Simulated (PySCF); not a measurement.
# C7H9NOS: vibronic structure

Programs: PySCF 2.14.0, with routines of our own; each step states its level. All values are computed. Atoms count from 0.

### 1 The system as given

19 atoms, charge 0, multiplicity 1; geometry from: GFN2-xTB.

### 2 Vibronic structure: TDA CAM-B3LYP/def2-SVP

The job: settings as JSON, then the geometry in Å.

```
{"job": {"kind": "vib", "xc": "CAM-B3LYP", "basis": "def2-SVP", "tda": true}, "charge": 0, "multiplicity": 1}
C     -2.191512     0.786755    -0.473067
N     -1.341217    -0.240028     0.082087
C     -1.925457    -1.230805     0.951872
C      0.010872    -0.101292     0.013633
C      0.644377     0.890598    -0.667963
C      2.063642     1.084027    -0.826854
O      2.516974     2.027493    -1.469032
C      2.955896     0.110861    -0.190610
C      2.554609    -0.928911     0.539843
S      0.909392    -1.343045     0.881099
H     -2.033329     1.751227     0.019694
H     -3.231056     0.497286    -0.345433
H     -1.997299     0.903863    -1.540825
H     -1.737778    -1.008310     2.008118
H     -1.511873    -2.217623     0.732468
H     -2.999336    -1.267939     0.788328
H      0.052329     1.641098    -1.168660
H      4.012558     0.280641    -0.341578
H      3.238406    -1.626648     0.999418
```

Level: TDA CAM-B3LYP/def2-SVP vertical-gradient vibronic structure (displaced harmonic oscillators, Condon), gas phase.

On the command line:

```
> OMP_NUM_THREADS=1 python excited_run.py task.json out
```

One launch serves the whole session: the jobs run in the order shown.

Q: Estimate the wall time and peak memory of this first job on 1 thread of Intel Xeon Platinum 8375C at 2.90GHz, shared host.

About 80 s, with a peak of 1.2 GiB.
